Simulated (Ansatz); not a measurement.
# C₂HAlF₂O: how energies converge with the basis set

One table from this session's results is given with a row withheld; the runs are named, their logs left out.

Method: one geometry, several basis sets; program: Ansatz 0.2.0, Gaussian basis.

Plan: PBE0-D4/def2-SVP; ωB97M-V/def2-SVP; PBE0-D4/def2-QZVPP; ωB97M-V/def2-QZVPP; the functionals' def2-TZVPP values are taken from earlier runs.

### The relaxed structure

An earlier PBE0-D4 in a triple-zeta def2 set relaxation fixed the geometry.

SMILES `F[C]1=C[O][Al]1[F]`, 7 atoms, charge 0, spin multiplicity 1.

Atoms are counted from 1 here; the program's logs count them from 0.

Bond lengths: F1–C2 1.328 Å, C2–C3 1.346 Å, C2–Al5 1.892 Å, C3–O4 1.386 Å, C3–H7 1.087 Å, O4–Al5 1.756 Å, Al5–F6 1.632 Å. Angles: F1–C2–C3 126.5°, F1–C2–Al5 151.1°, C3–C2–Al5 82.3°, C2–C3–O4 113.6°, C2–C3–H7 129.6°, O4–C3–H7 116.8°, C3–O4–Al5 86.6°, C2–Al5–O4 77.5°, C2–Al5–F6 151.2°, O4–Al5–F6 131.3°.

Coordinates:

```xyz
7

F    -0.6160   -1.5651    1.4776
C    -0.3026   -0.6106    0.6084
C     0.8263   -0.5295   -0.1204
O     0.8753    0.5826   -0.9453
Al   -0.7057    0.9979   -0.3029
F    -1.6974    2.2564   -0.6140
H     1.6815   -1.1998   -0.1491
```

The first run:

Input file in.yaml:

```yaml
crystal:
  periodic: [false, false, false]
  atoms:
    - {symbol: F, position_ang: [-0.615994, -1.565098, 1.477600]}
    - {symbol: C, position_ang: [-0.302631, -0.610582, 0.608438]}
    - {symbol: C, position_ang: [0.826257, -0.529491, -0.120443]}
    - {symbol: O, position_ang: [0.875271, 0.582642, -0.945309]}
    - {symbol: Al, position_ang: [-0.705693, 0.997866, -0.302874]}
    - {symbol: F, position_ang: [-1.697393, 2.256422, -0.614020]}
    - {symbol: H, position_ang: [1.681481, -1.199758, -0.149093]}
basis:
  gaussian: {orbitals: def2-SVP}
hamiltonian: {xc: pbe0, dispersion: d4}
output: {orbitals: {seedname: orbitals}}
```

Run with:

```
$ ansatz run in.yaml --threads 2 --pin off --events-out ev --progress --plain --max-ram 4352MiB
```

Steps of the session up to this table: PBE0-D4 in def2-SVP; ωB97M-V in def2-SVP; PBE0-D4 in def2-QZVPP; ωB97M-V in def2-QZVPP.

One of the session's tables, all rows but one given; the rest of the session is left out.

It belongs to the step «Density functionals: the series». 

| functional | basis | HOMO (eV) |
| --- | --- | --- |
| PBE0-D4 | def2-SVP | -6.63 |
| PBE0-D4 | def2-TZVPP | -6.77 |
| PBE0-D4 | def2-QZVPP | -6.82 |
| ωB97M-V | def2-SVP | -8.83 |
| ωB97M-V | def2-TZVPP | ? |
| ωB97M-V | def2-QZVPP | -9.06 |

Estimate the missing values for ωB97M-V, def2-TZVPP.

As computed: HOMO (eV): -9.00. In the column «HOMO (eV)» it lies between ωB97M-V, def2-QZVPP (-9.06) and ωB97M-V, def2-SVP (-8.83).
